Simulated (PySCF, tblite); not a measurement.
**C₄H₈O₄S: a rotation path, then NMR shifts on frames**

Aim: move C₄H₈O₄S (`COC(=O)CS(C)(=O)=O`) away from its starting geometry and see how NMR shifts follow the geometry.

Computed with tblite 0.8.0 and PySCF 2.14.0, with density-fitted response routines of our own, on a single molecule in the gas phase. Atoms count from 0, in the outputs and in this text.

## 1. Starting geometry

17 atoms, charge 0, multiplicity 1; geometry from: GFN2-xTB.

Bonds of the start (Å): C0–O1 1.42, O1–C2 1.32, C2–O3 1.21, C2–C4 1.50, C4–S5 1.84, S5–C6 1.81, S5–O7 1.43, S5–O8 1.43, C0–H9 1.09, C0–H10 1.09, C0–H11 1.09, C4–H12 1.08, C4–H13 1.08, C6–H14 1.08, C6–H15 1.08, C6–H16 1.08.

## 2. A band between two rotamers with GFN2-xTB

The job: settings as JSON, then the geometry in Å.

```
{"job": {"kind": "neb", "xc": "GFN2-xTB", "basis": "xTB", "atoms": [1, 2, 4, 5], "turn": 120}, "charge": 0, "multiplicity": 1}
C      2.846088     0.264177     0.539640
O      1.759099    -0.650588     0.443574
C      0.803164    -0.349247    -0.421241
O      0.838175     0.580489    -1.188853
C     -0.375084    -1.260340    -0.280394
S     -1.585564    -0.205032     0.627150
C     -2.197622     0.926846    -0.640104
O     -2.661994    -1.043197     1.071381
O     -0.857927     0.533854     1.616576
H      3.215090     0.519354    -0.455540
H      3.614631    -0.236096     1.122833
H      2.513992     1.172765     1.044807
H     -0.159727    -2.126182     0.336089
H     -0.825957    -1.528464    -1.228749
H     -1.338341     1.355421    -1.140402
H     -2.822974     0.364027    -1.319784
H     -2.772047     1.694244    -0.136893
```

With the program's defaults for keys left out, this is: GFN2-xTB climbing-image nudged elastic band, gas phase.

Launch:

```sh
OMP_NUM_THREADS=1 python probes_run.py task.json out
```

One launch serves the whole session: the jobs run in the order shown.

Log:

```text
image   E - E0 / eV
  0      -0.0000
  1       0.0205
  2       0.0831
  3       0.1802
  4       0.2963
  5       0.2840
  6       0.2016
  7       0.1270
  8       0.0896
```

It took 6.3 s on 1 thread of AMD EPYC 7B13, shared host; peak memory 0.18 GiB.

The final band, with the dihedral O1–C2–C4–S5:

```csv
image,dihedral (°),energy (eV),energy (kcal/mol)
0,103,0.000,0.0
1,119,0.020,0.5
2,140,0.083,1.9
3,167,0.180,4.2
4,202,0.296,6.8
5,230,0.284,6.5
6,256,0.202,4.6
7,280,0.127,2.9
8,296,0.090,2.1
```

## 3. Nuclear shieldings: image 0, PBE0/pcSseg-1

The job: settings as JSON, then the geometry in Å.

```
{"job": {"kind": "nmr", "xc": "PBE0", "basis": "pcSseg-1", "pop": false}, "charge": 0, "multiplicity": 1}
C      2.846100     0.264200     0.539600
O      1.759100    -0.650600     0.443600
C      0.803200    -0.349200    -0.421200
O      0.838200     0.580500    -1.188900
C     -0.375100    -1.260300    -0.280400
S     -1.585600    -0.205000     0.627200
C     -2.197600     0.926800    -0.640100
O     -2.662000    -1.043200     1.071400
O     -0.857900     0.533900     1.616600
H      3.215100     0.519400    -0.455500
H      3.614600    -0.236100     1.122800
H      2.514000     1.172800     1.044800
H     -0.159700    -2.126200     0.336100
H     -0.826000    -1.528500    -1.228700
H     -1.338300     1.355400    -1.140400
H     -2.823000     0.364000    -1.319800
H     -2.772000     1.694200    -0.136900
```

Method: GIAO PBE0/pcSseg-1 NMR shielding, non-relativistic, gas phase.

Log:

```text
coarse grid: 15272 points
cycle   1  E = -855.1078308847  dE =  2.159e+00  |g| = 1.412e+00  |ddm| = 3.851e+00
cycle   2  E = -854.1021813359  dE =  1.006e+00  |g| = 2.737e+00  |ddm| = 3.279e+00
cycle   3  E = -855.4541726710  dE = -1.352e+00  |g| = 2.722e-01  |ddm| = 2.433e+00
cycle   4  E = -855.4665665331  dE = -1.239e-02  |g| = 1.387e-01  |ddm| = 2.773e-01
cycle   5  E = -855.4694484377  dE = -2.882e-03  |g| = 5.312e-02  |ddm| = 9.918e-02
cycle   6  E = -855.4699921026  dE = -5.437e-04  |g| = 1.158e-02  |ddm| = 4.224e-02
cycle   7  E = -855.4700148622  dE = -2.276e-05  |g| = 3.493e-03  |ddm| = 9.644e-03
cycle   8  E = -855.4700169978  dE = -2.136e-06  |g| = 7.561e-04  |ddm| = 2.634e-03
final grid: 144392 points
cycle   9  E = -855.5669008616  dE = -2.192e-05  |g| = 1.563e-02  |ddm| = 2.636e-02
cycle  10  E = -855.5668344730  dE =  6.639e-05  |g| = 2.448e-02  |ddm| = 2.668e-02
cycle  11  E = -855.5669448226  dE = -1.103e-04  |g| = 2.957e-03  |ddm| = 1.770e-02
cycle  12  E = -855.5669464136  dE = -1.591e-06  |g| = 4.477e-04  |ddm| = 2.133e-03
cycle  13  E = -855.5669464394  dE = -2.581e-08  |g| = 2.405e-04  |ddm| = 4.183e-04
cycle  14  E = -855.5669464499  dE = -1.047e-08  |g| = 5.852e-05  |ddm| = 1.783e-04
cycle  15  E = -855.5669464504  dE = -5.125e-10  |g| = 2.075e-05  |ddm| = 5.158e-05
converged SCF energy = -855.5669464504

GIAO shielding tensors (ppm)
atom      isotropic    diamagn.    paramagn.     s11        s22        s33       span
  0 C      131.900     244.763    -112.863     99.270    117.096    179.335     80.066
  1 O      130.664     401.817    -271.153    -53.442    217.659    227.775    281.217
  2 C       13.552     256.610    -243.058    -84.679     48.036     77.300    161.979
  3 O      -95.078     405.754    -500.832   -373.986   -225.885    314.638    688.624
  4 C      119.803     258.354    -138.551     96.433    114.783    148.192     51.759
  5 S      199.855    1052.139    -852.284     47.733    184.782    367.051    319.318
  6 C      141.537     257.202    -115.665    110.447    125.399    188.766     78.318
  7 O       98.135     395.668    -297.533     51.550     81.508    161.348    109.798
  8 O      111.297     404.935    -293.638     60.838     98.029    175.024    114.186
  9 H       27.296      28.792      -1.496     23.671     25.526     32.691      9.020
 10 H       27.879      27.831       0.048     24.074     26.103     33.459      9.385
 11 H       27.857      30.128      -2.271     23.423     26.595     33.553     10.130
 12 H       27.893      32.278      -4.385     24.696     28.623     30.361      5.665
 13 H       28.180      32.436      -4.257     26.175     27.187     31.176      5.001
 14 H       27.533      33.040      -5.507     22.600     28.702     31.298      8.697
 15 H       29.425      29.726      -0.301     26.391     27.290     34.593      8.201
 16 H       29.036      28.314       0.722     26.410     26.926     33.772      7.362
```

It took 28 s on 1 thread of AMD EPYC 7B13, shared host; peak memory 0.89 GiB.

The references, computed at this level on geometries of the same kind, shield at (ppm): ¹H TMS 31.72, ¹³C TMS 186.9, ¹⁷O H2O 336.1, ³³S CS2 504. Their shielding less the atom's gives the shift. The references are single molecules in the gas phase, so shifts against H2O, NH3, PH3, H3PO4 or CFCl3 are not on the usual liquid scales and can be off by tens of ppm. Each atom is listed at this fixed geometry, with no averaging over motion; a spectrum would average atoms that exchange fast.

```csv
atoms,environment,σ (ppm),δ (ppm)
C2,ester carbonyl carbon,13.6,173.4
C4,"sp3 CH2 bonded to S, α to a carbonyl",119.8,67.1
C0,methyl carbon bonded to O,131.9,55.0
C6,methyl carbon bonded to S,141.5,45.4
H9,hydrogen on a methyl carbon bonded to O,27.30,4.42
H14,hydrogen on a methyl carbon bonded to S,27.53,4.18
H11,hydrogen on a methyl carbon bonded to O,27.86,3.86
H10,hydrogen on a methyl carbon bonded to O,27.88,3.84
H12,"hydrogen on an sp3 CH2 bonded to S, α to a carbonyl",27.89,3.82
H13,"hydrogen on an sp3 CH2 bonded to S, α to a carbonyl",28.18,3.54
H16,hydrogen on a methyl carbon bonded to S,29.04,2.68
H15,hydrogen on a methyl carbon bonded to S,29.42,2.29
O3,ester carbonyl oxygen,-95.1,431.2
O7,S=O oxygen,98.1,237.9
O8,S=O oxygen,111.3,224.8
O1,ester alkoxy oxygen,130.7,205.4
S5,sulfone sulfur,200,304
```

## 4. NMR shieldings: image 2, PBE0/pcSseg-1

The job: settings as JSON, then the geometry in Å.

```
{"job": {"kind": "nmr", "xc": "PBE0", "basis": "pcSseg-1", "pop": false}, "charge": 0, "multiplicity": 1}
C      3.095200     0.115500     0.346300
O      1.920200    -0.690500     0.371100
C      0.791300    -0.137000    -0.056900
O      0.699700     0.986300    -0.479200
C     -0.360600    -1.095200     0.026600
S     -1.837600    -0.157400     0.597100
C     -2.281200     0.838600    -0.843700
O     -2.875400    -1.122000     0.832700
O     -1.449300     0.681000     1.690100
H      3.007100     0.883100    -0.424400
H      3.930700    -0.548800     0.136300
H      3.225100     0.590800     1.318800
H     -0.167200    -1.899400     0.730300
H     -0.613700    -1.499600    -0.949200
H     -1.382900     1.342300    -1.176100
H     -2.678300     0.167800    -1.594200
H     -3.030200     1.556400    -0.535700
```

Method: GIAO PBE0/pcSseg-1 NMR shielding, non-relativistic, gas phase.

Log:

```text
coarse grid: 15272 points
cycle   1  E = -855.1053407751  dE =  2.150e+00  |g| = 1.411e+00  |ddm| = 3.856e+00
cycle   2  E = -854.0727466622  dE =  1.033e+00  |g| = 2.756e+00  |ddm| = 3.426e+00
cycle   3  E = -855.4504584907  dE = -1.378e+00  |g| = 2.894e-01  |ddm| = 2.563e+00
cycle   4  E = -855.4642430725  dE = -1.378e-02  |g| = 1.491e-01  |ddm| = 2.950e-01
cycle   5  E = -855.4675842534  dE = -3.341e-03  |g| = 5.536e-02  |ddm| = 1.081e-01
cycle   6  E = -855.4681852844  dE = -6.010e-04  |g| = 1.165e-02  |ddm| = 4.489e-02
cycle   7  E = -855.4682080129  dE = -2.273e-05  |g| = 3.633e-03  |ddm| = 9.845e-03
cycle   8  E = -855.4682103204  dE = -2.308e-06  |g| = 7.722e-04  |ddm| = 2.781e-03
final grid: 144392 points
cycle   9  E = -855.5657857975  dE = -1.667e-05  |g| = 1.614e-02  |ddm| = 2.731e-02
cycle  10  E = -855.5657114435  dE =  7.435e-05  |g| = 2.566e-02  |ddm| = 2.847e-02
cycle  11  E = -855.5658326622  dE = -1.212e-04  |g| = 3.097e-03  |ddm| = 1.898e-02
cycle  12  E = -855.5658343914  dE = -1.729e-06  |g| = 4.970e-04  |ddm| = 2.207e-03
cycle  13  E = -855.5658344261  dE = -3.469e-08  |g| = 2.271e-04  |ddm| = 4.377e-04
cycle  14  E = -855.5658344355  dE = -9.389e-09  |g| = 6.092e-05  |ddm| = 1.776e-04
cycle  15  E = -855.5658344361  dE = -5.789e-10  |g| = 1.960e-05  |ddm| = 5.501e-05
converged SCF energy = -855.5658344361

GIAO shielding tensors (ppm)
atom      isotropic    diamagn.    paramagn.     s11        s22        s33       span
  0 C      134.019     244.627    -110.608     98.193    121.923    181.941     83.748
  1 O      134.487     401.105    -266.618    -49.504    222.612    230.354    279.858
  2 C       13.530     256.266    -242.736    -86.709     50.746     76.554    163.263
  3 O      -88.156     406.046    -494.202   -369.878   -219.970    325.380    695.258
  4 C      122.890     259.101    -136.211     94.893    111.627    162.149     67.256
  5 S      202.138    1051.150    -849.012     47.727    186.944    371.742    324.014
  6 C      138.491     257.608    -119.117    109.203    117.561    188.709     79.506
  7 O      101.380     395.397    -294.017     52.945     86.915    164.280    111.334
  8 O      117.698     402.989    -285.291     71.228    110.071    171.796    100.569
  9 H       26.633      29.197      -2.564     22.790     26.092     31.017      8.227
 10 H       28.041      27.518       0.523     23.869     26.311     33.942     10.073
 11 H       28.061      28.689      -0.628     23.668     26.116     34.400     10.732
 12 H       28.018      32.664      -4.646     24.287     29.195     30.573      6.286
 13 H       28.149      32.961      -4.812     25.618     28.104     30.726      5.108
 14 H       27.126      33.126      -6.000     22.446     28.106     30.827      8.381
 15 H       29.370      30.240      -0.870     26.394     27.493     34.223      7.829
 16 H       28.868      27.730       1.138     26.322     26.706     33.577      7.255
```

It took 27 s on 1 thread of AMD EPYC 7B13, shared host; peak memory 0.91 GiB.

In short: δ C2 173.4, C4 64.0, C0 52.9, C6 48.4, H9 5.08, H14 4.59 ppm.

(Part 1 of 2 ends here.)
